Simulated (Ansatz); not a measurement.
**Sb started on an S site and an S vacancy in zincblende CdS, 15 atoms, charge +1**

Wanted: the effect of changed settings on energy, forces, pressure and convergence.

Method: density functional theory in Ansatz 0.2.0, PAW datasets, plane waves.

## Step 1: The starting cell

15 atoms (8 Cd, 6 S, 1 Sb); a = 8.237 Å, b = 8.237 Å, c = 8.237 Å, α = 60.00°, β = 60.00°, γ = 60.00°. All atoms were shaken off their sites by about 0.02 Å along each axis. Defect site 1: (0.625, 0.625, 0.625). Defect site 2: (0.125, 0.125, 0.625).

As a file:

```
Cd S Sb
1.0
     0.00000    5.82449    5.82449
     5.82449    0.00000    5.82449
     5.82449    5.82449    0.00000
Cd S Sb
8 6 1
Direct
  0.00158 0.99782 0.00032
  0.49739 0.50232 0.49986
  0.99663 0.99828 0.50276
  0.50113 0.50148 0.00114
  0.99968 0.49664 0.00396
  0.49673 0.00661 0.49966
  0.50087 0.99502 0.99956
  0.99978 0.50271 0.50184
  0.12017 0.13120 0.12395
  0.62477 0.62597 0.12284
  0.13090 0.62252 0.12165
  0.62247 0.12866 0.62517
  0.62078 0.12511 0.12697
  0.12721 0.62406 0.62348
  0.62957 0.62458 0.61909
```

## Step 2: PBEsol on the given atoms

in.yaml reads:

```yaml
crystal:
  lattice:
    - [0.000000, 5.824492, 5.824492]
    - [5.824492, 0.000000, 5.824492]
    - [5.824492, 5.824492, 0.000000]
  atoms:
    - { symbol: Cd, position: [0.001584, 0.997821, 0.000317] }
    - { symbol: Cd, position: [0.497393, 0.502317, 0.499864] }
    - { symbol: Cd, position: [0.996632, 0.998282, 0.502757] }
    - { symbol: Cd, position: [0.501132, 0.501482, 0.001142] }
    - { symbol: Cd, position: [0.999679, 0.496641, 0.003959] }
    - { symbol: Cd, position: [0.496730, 0.006614, 0.499658] }
    - { symbol: Cd, position: [0.500871, 0.995018, 0.999562] }
    - { symbol: Cd, position: [0.999783, 0.502711, 0.501836] }
    - { symbol: S, position: [0.120166, 0.131201, 0.123949] }
    - { symbol: S, position: [0.624765, 0.625973, 0.122840] }
    - { symbol: S, position: [0.130896, 0.622515, 0.121650] }
    - { symbol: S, position: [0.622466, 0.128657, 0.625168] }
    - { symbol: S, position: [0.620782, 0.125109, 0.126972] }
    - { symbol: S, position: [0.127213, 0.624055, 0.623481] }
    - { symbol: Sb, position: [0.629574, 0.624576, 0.619090] }
kpoints:
  mp_grid: { grid: [2, 2, 2], shift: [0.5, 0.5, 0.5] }
hamiltonian:
  xc: pbesol
total_charge: 1
scf:
  occupations: { method: fermi_dirac, width: 0.01 }
output:
  forces: true
  eigenvalues: true
  populations: true
  charged_corrections: { epsilon: 8.9 }
```

Command:

```sh
> ansatz run in.yaml --threads 7 --pin off --max-ram 13300MiB --runs-dir r --events-out ev --progress --plain
```

## Step 3: Variant: dispersion D4

in.yaml, as its differences from that of step 2:

```diff
@@ -25,2 +25,3 @@
   xc: pbesol
+  dispersion: d4
 total_charge: 1
@@ -28,2 +29,3 @@
   occupations: { method: fermi_dirac, width: 0.01 }
+  max_iter: 70
 output:
@@ -31,3 +33,2 @@
   eigenvalues: true
-  populations: true
-  charged_corrections: { epsilon: 8.9 }
+  stress: true
```

## Step 4: Variant: k points 2×2×2, charge changed by 6

in.yaml, as its differences from that of step 3:

```diff
@@ -22,10 +22,9 @@
 kpoints:
-  mp_grid: { grid: [2, 2, 2], shift: [0.5, 0.5, 0.5] }
+  mp_grid: { grid: [2, 2, 2] }
 hamiltonian:
   xc: pbesol
-  dispersion: d4
-total_charge: 1
+total_charge: 7
 scf:
   occupations: { method: fermi_dirac, width: 0.01 }
-  max_iter: 70
+  max_iter: 80
 output:
```

## Step 5: Changed settings: occupations fixed, charge changed by 2

in.yaml, as its differences from that of step 4:

```diff
@@ -22,9 +22,9 @@
 kpoints:
-  mp_grid: { grid: [2, 2, 2] }
+  mp_grid: { grid: [2, 2, 2], shift: [0.5, 0.5, 0.5] }
 hamiltonian:
   xc: pbesol
-total_charge: 7
+total_charge: 3
 scf:
-  occupations: { method: fermi_dirac, width: 0.01 }
-  max_iter: 80
+  occupations: { method: fixed }
+  max_iter: 50
 output:
```

## Step 6: Run again with accuracy high, mixing beta 0.6, k points 2×2×1

in.yaml, as its differences from that of step 5:

```diff
@@ -1 +1,2 @@
+accuracy: high
 crystal:
@@ -22,9 +23,10 @@
 kpoints:
-  mp_grid: { grid: [2, 2, 2], shift: [0.5, 0.5, 0.5] }
+  mp_grid: { grid: [2, 2, 1] }
 hamiltonian:
   xc: pbesol
-total_charge: 3
+total_charge: 1
 scf:
-  occupations: { method: fixed }
-  max_iter: 50
+  occupations: { method: fermi_dirac, width: 0.01 }
+  max_iter: 70
+  mixing: { beta: 0.6 }
 output:
```

## Step 7: Changed settings: mixer anderson, density threshold 0.0001 eV

in.yaml, as its differences from that of step 6:

```diff
@@ -1,2 +1 @@
-accuracy: high
 crystal:
@@ -23,3 +22,3 @@
 kpoints:
-  mp_grid: { grid: [2, 2, 1] }
+  mp_grid: { grid: [2, 2, 2], shift: [0.5, 0.5, 0.5] }
 hamiltonian:
@@ -29,4 +28,5 @@
   occupations: { method: fermi_dirac, width: 0.01 }
-  max_iter: 70
-  mixing: { beta: 0.6 }
+  max_iter: 60
+  convergence: { dr2_threshold: 1e-04 }
+  mixing: { algorithm: anderson }
 output:
```

## Step 8: Changed settings: dispersion D4, 60 extra bands

in.yaml, as its differences from that of step 7:

```diff
@@ -25,2 +25,3 @@
   xc: pbesol
+  dispersion: d4
 total_charge: 1
@@ -28,5 +29,4 @@
   occupations: { method: fermi_dirac, width: 0.01 }
-  max_iter: 60
-  convergence: { dr2_threshold: 1e-04 }
-  mixing: { algorithm: anderson }
+  max_iter: 80
+  n_extra_bands: 60
 output:
```

Before running it: what results should come out? Wanted: for each run, settings; status; energy from base; forces from base.

As calculated:

| settings | status | cycles | time | energy from base (meV/atom) | forces from base (eV/Å rms) | filled to empty level on the mesh (eV) |
| --- | --- | --- | --- | --- | --- | --- |
| base | converged | 9 | 4.3 s (7 CPU threads) | 0 | 0 | 0.26 |
| dispersion D4 | converged | 9 | 3.4 s (7 CPU threads) | - | 0.001 | 0.26 |
| k points 2×2×2, charge changed by 6 | converged | 15 | 4.4 s (7 CPU threads) | - | 0.326 | - |
| occupations fixed, charge changed by 2 | converged | 11 | 4.7 s (7 CPU threads) | - | 0.210 | - |
| accuracy high, mixing beta 0.6, k points 2×2×1 | converged | 12 | 2.2 s (7 CPU threads) | +71.5 | 0.108 | 0.08 |
| mixer anderson, density threshold 0.0001 eV | converged, settings too loose | 7 | 3.2 s (7 CPU threads) | 0.0 | 0.000 | 0.26 |
| dispersion D4, 60 extra bands | converged | 9 | 4.6 s (7 CPU threads) | - | 0.001 | 0.26 |

**What this shows.** Among these variants the forces move most with k points 2×2×2, charge changed by 6 (0.326 eV/Å rms) and least with mixer anderson, density threshold 0.0001 eV (0.000).
